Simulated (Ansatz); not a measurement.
CH5AlOS, SMILES O[CH2][AlH][SH], an atomisation energy

Computed with Ansatz's Python interface.

Run as a notebook:

```python
from collections import Counter

import ansatz as az


def total_energy(molecule, charge=0, unpaired=0):
    calc = (
        molecule.calculation()
        .basis(gaussian='aug-cc-pVDZ')
        .functional('cam_b3lyp')
    )
    if charge:
        calc = calc.charge(charge)
    if unpaired:
        calc = calc.spin('collinear', total=unpaired)
    report = calc.run(threads=1).report
    if report['published_state_doubts']:
        print('  doubts:', report['published_state_doubts'])
    return report['free_energy_ev']
```

```python
geometry_ang = [
    ('O', (-0.0172, 0.6122, -1.8139)),
    ('C', (0.73, 0.5665, -0.6808)),
    ('Al', (0.09, -0.9364, 0.4677)),
    ('S', (-1.9038, -0.9143, 1.3283)),
    ('H', (-0.9212, 1.0603, -1.5575)),
    ('H', (0.7068, 1.5388, -0.1086)),
    ('H', (1.8084, 0.3715, -0.9803)),
    ('H', (1.1514, -2.1299, 0.8029)),
    ('H', (-1.5559, -0.215, 2.5252)),
]
molecule = az.Crystal.molecule()
for symbol, xyz in geometry_ang:
    molecule = molecule.atom(symbol, xyz)
```

```python
# Hund ground states
unpaired = {'O': 2, 'C': 2, 'Al': 1, 'S': 2, 'H': 1}
counts = Counter(site.symbol for site in molecule.cartesian_sites)
atom_energy = {s: total_energy(az.Crystal.molecule().atom(s, (0, 0, 0)), 0, unpaired[s]) for s in counts}
whole = total_energy(molecule, 0, 0)
for s, e in atom_energy.items():
    print(f'{s:2s} x{counts[s]}  {e:14.5f} eV')
print(f'CH5AlOS: {whole:.5f} eV')
split = sum(counts[s] * e for s, e in atom_energy.items()) - whole
print(f'atomisation energy (no zero-point term): {23.060548 * split:.1f} kcal/mol, {split / sum(counts.values()):.3f} eV an atom')
```

    O  x1     -2042.32378 eV
    C  x1     -1029.45098 eV
    Al x1     -6595.04882 eV
    S  x1    -10833.45698 eV
    H  x5       -13.55985 eV
    CH5AlOS: -20597.20479 eV
    atomisation energy (no zero-point term): 671.6 kcal/mol, 3.236 eV an atom

671.6 kcal/mol from the electronic energies, without the zero-point term.

Caveats:
- Total energies depend on the basis set; only differences at equal settings carry meaning.
- The geometry is a force-field or estimated start, not a minimum of this method, and the basis set is short of its limit. All parts are taken at fixed geometry, without zero-point energy.
- For Al to Cl the sets with a tight d function, cc-pV(X+d)Z, are usual.
- It ran for 10 s on 1 thread of Arm Neoverse V1 (shared host), peak memory 0.4 GiB.
